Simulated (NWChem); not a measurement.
# SiSe (SMILES [Si][Se]): levels of theory compared

We compute a comparison of 6 runs (HF/STO-3G, HF/3-21G, M06-2X/aug-cc-pVTZ, B3LYP/6-31G*, B3LYP/aug-cc-pVTZ) of SiSe. 

The calculation is run with NWChem 7.3.0.

2 further runs of the same task are left out: 2 that didn't finish.

## 1. Starting point

SiSe: 2 atoms, total charge 0, spin state singlet. SMILES: `[Si][Se]`. The coordinates come from a PBE0-D4/def2-TZVP relaxation.

Bond lengths: Si1–Se2 2.062 Å.

## 2. Energy and forces at HF/STO-3G (run 1)

sesi.nw reads:

```
echo
start sesi
title "SiSe"
memory total 2200 mb
charge 0

geometry units angstroms noautosym nocenter noautoz
  Si    0.000000    0.000000    0.031440
  Se    0.000000    0.000000    2.093090
end

basis "ao basis" spherical bse
  * library STO-3G
end

scf
  singlet
  rhf
  thresh 1e-08
  maxiter 80
  noprint "final vectors analysis"
end

task scf gradient
```

Launch:

```sh
$ nwchem sesi.nw > sesi.out
```

Log:

```text
[...]
  functions       =    27
[...]
  wavefunction    = RHF
[...]
         Total SCF energy =  -2659.148017568488
      One-electron energy =  -3971.204266422876
      Two-electron energy =   1189.878201890133
 Nuclear repulsion energy =    122.178046964255
        Time for solution =      1.0s
[...]
                         RHF ENERGY GRADIENTS
    atom               coordinates                        gradient
                 x          y          z           x          y          z
   1 Si      0.000000   0.000000   0.059413    0.000000   0.000000  -0.037479
   2 Se      0.000000   0.000000   3.955367   -0.000000  -0.000000   0.037479
[...]
```

It took 1.9 s on 1 thread of Intel Xeon Platinum 8488C (Sapphire Rapids), shared host; peak memory 0.098 GiB.

## 3. Energy and forces at HF/3-21G (run 2)

run.py reads:

```python
from ase import Atoms
from ase.calculators.nwchem import NWChem

molecule = Atoms(['Si', 'Se'], positions=[
    [0.000000, 0.000000, 0.031440],
    [-0.000000, -0.000000, 2.093090],
])

calc = NWChem(
    label='a',
    theory='scf',
    memory='2200 mb',
    basis='3-21G',
    basispar='spherical bse',
    scf={'nopen': '0', 'rhf': None, 'thresh': '1e-08', 'maxiter': '80'},
)
molecule.calc = calc

forces = molecule.get_forces()
print(f"energy = {molecule.get_potential_energy():.6f} eV")
print("forces (eV/A):")
for s, f in zip(molecule.symbols, forces):
    print(f"{s:2s} {f[0]:10.5f} {f[1]:10.5f} {f[2]:10.5f}")
print("dipole (e A):", molecule.get_dipole_moment().round(4))
```

Launch:

```sh
$ export ASE_NWCHEM_COMMAND="nwchem PREFIX.nwi > PREFIX.nwo"
$ python run.py
```

Log:

```text
energy = -72814.574519 eV
forces (eV/A):
Si    0.00000    0.00000   -1.48903
Se   -0.00000   -0.00000    1.48903
dipole (e A): [-0.     -0.     -0.4204]
```

The calculator wrote a.nwi:

```
title "a"

permanent_dir a

scratch_dir a

start a

geometry units angstrom nocenter noautosym noautoz
  Si 0.0000000000000000e+00 0.0000000000000000e+00 3.1440000000000003e-02
  Se -0.0000000000000000e+00 -0.0000000000000000e+00 2.0930900000000001e+00
end

memory 2200 mb

basis spherical bse noprint
   * library 3-21G
end

scf
  nopen 0
  rhf
  thresh 1e-08
  maxiter 80
end

task scf gradient
```

a.nwo:

```text
Northwest Computational Chemistry Package (NWChem) 7.3.0
             --------------------------------------------------------

           Job information
           ---------------

    nwchem branch   = 7.3.0
    use scalapack   = T
    input           = a.nwi
    prefix          = a.
    data base       = a/a.db
    status          = startup
    nproc           =        1

           Memory information
           ------------------

[... 5 lines left out ...]
    hardfail = no
[... 100 lines left out ...]
         Quadratically convergent ROHF
[... 14 lines left out ...]
       Final RHF  results
[... 4 lines left out ...]
      Two-electron energy =   1176.328561397507
[... 43 lines left out ...]
                       ROHF Final Molecular Orbital Analysis
[... 196 lines left out ...]
                 ----------------------------------------
                 |  Time  |  1-e(secs)   |  2-e(secs)   |
                 ----------------------------------------
                 |  CPU   |       0.00   |       0.42   |
                 ----------------------------------------
                 |  WALL  |       0.00   |       0.42   |
                 ----------------------------------------

 Task  times  cpu:        1.6s     wall:        1.6s
 Total times  cpu:        1.6s     wall:        1.6s
```

It took 2.6 s on 1 thread of Intel Xeon Platinum 8488C (Sapphire Rapids), shared host; peak memory 0.1 GiB.

Run 3 isn't shown in full; the table further down has it.

## 4. Energy and forces at B3LYP/6-31G(d) (spherical functions) (run 4)

a.xyz reads:

```xyz
2
SeSi B3LYP
Si     0.000000     0.000000     0.031440
Se     0.000000     0.000000     2.093090
```

a.nw reads:

```
start a
title "SeSi B3LYP"
memory total 2200 mb
charge 0

geometry units angstroms noautosym nocenter noautoz
 load a.xyz
end

basis spherical bse
 * library 6-31G*
end

dft
 xc b3lyp
 mult 1
 grid xfine
 convergence energy 1e-08
 iterations 100
 mulliken
 print medium
end

task dft gradient
```

Launch:

```sh
$ nwchem a.nw > a.out
```

Log:

```text
[...]
          Wavefunction type:  closed shell.
          No. of atoms     :     2
          No. of electrons :    48
[...]
          Charge           :     0
          Spin multiplicity:     1
[...]
          AO basis - number of functions:    50
[...]
              XC Information
              --------------
                         B3LYP Method XC Potential
                     Hartree-Fock (Exact) Exchange  0.200
                        Slater Exchange Functional  0.800 local
                    Becke 1988 Exchange Functional  0.720 non-local
              Lee-Yang-Parr Correlation Functional  0.810
                  VWN I RPA Correlation Functional  0.190 local
[...]
 d= 0,ls=0.0,diis     1  -2690.7381009633 -2.81D+03  3.77D-02  3.04D-01     1.3
[...]
 d= 0,ls=0.0,diis     8  -2690.7942588707  6.71D-10  2.40D-06  9.43D-09     6.2
         Total DFT energy =    -2690.794258870685
      One electron energy =    -3987.770539354468
           Coulomb energy =     1282.858940305350
    Exchange-Corr. energy =     -108.060706785822
 Nuclear repulsion energy =      122.178046964255
[...]
  wavefunction    = closed shell
                         DFT ENERGY GRADIENTS
    atom               coordinates                        gradient
                 x          y          z           x          y          z
   1 Si      0.000000   0.000000   0.059413    0.000000   0.000000   0.011857
   2 Se      0.000000   0.000000   3.955367   -0.000000  -0.000000  -0.011857
[...]
```

It took 11 s on 1 thread of Intel Xeon Platinum 8488C (Sapphire Rapids), shared host; peak memory 0.12 GiB.

Run 5 isn't shown in full; the table further down has it.

## 5. Energy and forces at B3LYP/aug-cc-pVTZ (run 6)

run.py reads:

```python
from ase import Atoms
from ase.calculators.nwchem import NWChem

system = Atoms(['Si', 'Se'], positions=[
    [0.000000, 0.000000, 0.031440],
    [-0.000000, -0.000000, 2.093090],
])

calc = NWChem(
    label='nw',
    theory='dft',
    memory='2200 mb',
    basis='aug-cc-pVTZ',
    basispar='spherical bse',
    dft={'xc': 'b3lyp', 'mult': '1', 'grid': 'fine', 'convergence': 'energy 1e-08', 'iterations': '100', 'mulliken': None},
)
system.calc = calc

forces = system.get_forces()
print(f"energy = {system.get_potential_energy():.6f} eV")
print("forces (eV/A):")
for s, f in zip(system.symbols, forces):
    print(f"{s:2s} {f[0]:10.5f} {f[1]:10.5f} {f[2]:10.5f}")
print("dipole (e A):", system.get_dipole_moment().round(4))
```

Launch:

```sh
$ export ASE_NWCHEM_COMMAND="nwchem PREFIX.nwi > PREFIX.nwo"
$ python run.py
```

Log:

```text
energy = -73230.407033 eV
forces (eV/A):
Si    0.00000   -0.00000   -0.41282
Se   -0.00000    0.00000    0.41282
dipole (e A): [ 0.     -0.     -0.2968]
```

The calculator wrote nw.nwi:

```
title "nw"

permanent_dir nw

scratch_dir nw

start nw

geometry units angstrom nocenter noautosym noautoz
  Si 0.0000000000000000e+00 0.0000000000000000e+00 3.1440000000000003e-02
  Se -0.0000000000000000e+00 -0.0000000000000000e+00 2.0930900000000001e+00
end

memory 2200 mb

basis spherical bse noprint
   * library aug-cc-pVTZ
end

dft
  xc b3lyp
  mult 1
  grid fine
  convergence energy 1e-08
  iterations 100
  mulliken
end

task dft gradient
```

nw.nwo:

```text
Northwest Computational Chemistry Package (NWChem) 7.3.0
             --------------------------------------------------------

           Job information
           ---------------

    nwchem branch   = 7.3.0
    use scalapack   = T
    input           = nw.nwi
    prefix          = nw.
    data base       = nw/nw.db
    status          = startup
    nproc           =        1

           Memory information
           ------------------

[... 5 lines left out ...]
    hardfail = no
[... 71 lines left out ...]
  convergence criterion.
[... 41 lines left out ...]
          Spatial weights used:  Erf1
[... 32 lines left out ...]
 1-e energy   =   -3987.469928
[... 40 lines left out ...]
           Coulomb energy =     1283.218159802478
[... 849 lines left out ...]
          Convergence on density requested:  1.00D-05
[... 27 lines left out ...]
          total energy or number of iterations.
[... 33 lines left out ...]
                 ----------------------------------------
                 |  Time  |  1-e(secs)   |  2-e(secs)   |
                 ----------------------------------------
                 |  CPU   |       0.01   |     127.32   |
                 ----------------------------------------
                 |  WALL  |       0.01   |     127.32   |
                 ----------------------------------------

 Task  times  cpu:      276.7s     wall:      276.7s
 Total times  cpu:      276.8s     wall:      276.8s
```

Run time: 4.6 min. Hardware: 1 thread of Intel Xeon Platinum 8488C (Sapphire Rapids), shared host; peak memory 0.14 GiB.

## 6. The series

```
run                               level  iteration cap  module   energy (Eh)  dipole moment (D)  largest force (eV/Å)  wall time
  1                           HF/STO-3G             80     scf  -2659.148018               3.49                 1.927      1.9 s
  2                            HF/3-21G             80     scf  -2675.886280               2.02                 1.489      2.6 s
  3                  M06-2X/aug-cc-pVTZ            100     dft  -2691.120058                  –                 0.058    4.8 min
  4  B3LYP/6-31G* (spherical functions)            100     dft  -2690.794259               1.41                 0.610       11 s
  5  B3LYP/6-31G* (Cartesian functions)            100     dft  -2690.803650               1.40                 0.623       13 s
  6                   B3LYP/aug-cc-pVTZ            100     dft  -2691.167843               1.43                 0.413    4.6 min
```

## 7. What came out

```
                       quantity           value
            run 6: total energy  -2691.16784 Eh
           run 6: dipole moment          1.43 D
             run 6: HOMO energy        -7.60 eV
             run 6: LUMO energy        -2.63 eV
           run 6: HOMO–LUMO gap         4.97 eV
run 6: largest force on an atom      0.413 eV/Å
```

**Reading.** Over runs 1, 2, 4, 5, 6 the dipole moment (its size) runs from 1.40 D (B3LYP/6-31G*) to 3.49 D (HF/STO-3G). The two ends differ in method and basis. Over runs 2, 4, 6 the HOMO–LUMO gap runs from 4.97 eV (B3LYP/aug-cc-pVTZ) to 10.40 eV (HF/3-21G). Totals of different functionals can't be ranked against each other. In run 1 the basis is minimal, so the values are rough. All runs together took 9.9 min, the longest 4.8 min.
